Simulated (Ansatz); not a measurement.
# CH₄ClIn: vertical ionisation energy

How much energy removes an electron from CH₄ClIn at fixed geometry? The cation is run at each level and the neutral's energy taken from earlier runs.

Method: unrestricted cation, the program's frozen cores in correlated methods; program: Ansatz 0.2.0, Gaussian basis.

The runs, in order: UKS PBE-D4/def2-TZVPP; UKS r2SCAN-D4/def2-TZVPP; UKS PBE0-D4/def2-TZVPP; UKS B3LYP-D4/def2-TZVPP; UKS wB97X-V/def2-TZVPP; UKS wB97M-V/def2-TZVPP; UKS B2PLYP/def2-TZVPP; UHF-CCSD(T)/def2-TZVPP; UHF-CCSD(T)/def2-QZVPP; extrapolation to the limit; then −ε(HOMO) from the neutral's earlier runs with LDA (SPW92), PBE-D4, revPBE-D4, BLYP-D4, r2SCAN-D4, B97M-V, PBE0-D4, B3LYP-D4, r2SCANh-D4, r2SCAN0-D4, HSE06-D4, BHLYP-D4, CAM-B3LYP-D4, LC-ωPBE, ωB97X-V, ωB97M-V.

## 1. Structure used throughout

All runs share one geometry, relaxed beforehand with PBE0-D4 in a triple-zeta def2 set. In takes the def2 core potential; no spin-orbit term is included.

7 atoms, charge 0, spin multiplicity 1.

Atoms are counted from 1 here; the program's logs count them from 0.

Bond lengths: C1–In2 2.131 Å, C1–H4 1.089 Å, C1–H5 1.091 Å, C1–H6 1.091 Å, In2–Cl3 2.357 Å, In2–H7 1.708 Å. Angles: In2–C1–H4 111.9°, In2–C1–H5 108.7°, In2–C1–H6 108.6°, H4–C1–H5 109.8°, H4–C1–H6 109.5°, H5–C1–H6 108.2°, C1–In2–Cl3 111.0°, C1–In2–H7 137.6°, Cl3–In2–H7 111.5°.

Coordinates:

```
C    -0.9412    0.4021   -0.3051
In    1.0494   -0.2804    0.0327
Cl    1.2014   -1.4651    2.0647
H    -1.0571    0.8465   -1.2927
H    -1.6229   -0.4422   -0.1971
H    -1.1902    1.1416    0.4576
H     2.5606   -0.2025   -0.7601
```

## 2. Cation, UKS PBE-D4/def2-TZVPP

in.yaml

```yaml
crystal:
  periodic: [false, false, false]
  atoms:
    - {symbol: C, position_ang: [-0.941204, 0.402125, -0.305110]}
    - {symbol: In, position_ang: [1.049408, -0.280442, 0.032652]}
    - {symbol: Cl, position_ang: [1.201389, -1.465058, 2.064746]}
    - {symbol: H, position_ang: [-1.057145, 0.846463, -1.292679]}
    - {symbol: H, position_ang: [-1.622888, -0.442182, -0.197110]}
    - {symbol: H, position_ang: [-1.190173, 1.141647, 0.457575]}
    - {symbol: H, position_ang: [2.560613, -0.202544, -0.760073]}
basis:
  gaussian: {orbitals: def2-TZVPP}
total_charge: 1
magnetization: {spin_polarized: true, initial_magnetization: 1}
hamiltonian: {xc: pbe, dispersion: d4}
```

Command:

```sh
ansatz run in.yaml --threads 2 --pin off --events-out ev --progress --plain --max-ram 32768MiB --backend cpu
```

After this run come: Cation, UKS r2SCAN-D4/def2-TZVPP; Cation, UKS PBE0-D4/def2-TZVPP; Cation, UKS B3LYP-D4/def2-TZVPP; Cation, UKS wB97X-V/def2-TZVPP; Cation, UKS wB97M-V/def2-TZVPP; Cation, UKS B2PLYP (frozen core)/def2-TZVPP; Cation, UHF-CCSD(T)/def2-TZVPP; Cation, UHF-CCSD(T)/def2-QZVPP.

Before running them: what should the planned runs give, taken together? Wanted: ionisation energy, CCSD(T)/CBS; nearest functional by difference; nearest −ε(HOMO); −ε(HOMO) of PBE; T1 of the cation.

The runs gave:

| quantity | value |
| --- | --- |
| ionisation energy, CCSD(T)/CBS | 10.33 eV |
| nearest functional by difference | ωB97X-V (-0.07 eV) |
| nearest −ε(HOMO) | ωB97X-V (-0.13 eV) |
| −ε(HOMO) of PBE | 6.60 eV |
| T1 of the cation | 0.051 |

By cation minus neutral, the functionals miss by 0.74 eV at most. −ε(HOMO) of PBE misses by 3.7 eV, since self-interaction lifts the level. Among orbital estimates ωB97X-V comes nearest. Hartree-Fock falls 0.85 eV short, as the neutral has more correlation energy than the cation. The cation's T1 (from the report) is 0.051, above the customary mark of 0.045 for open shells, so the coupled-cluster value is less safe. Correlated methods include outer-core shells of In, which these sets cover unevenly. With outer-core shells in play the reference is unsure by up to some tenths of an eV, so close misses can't be ranked.
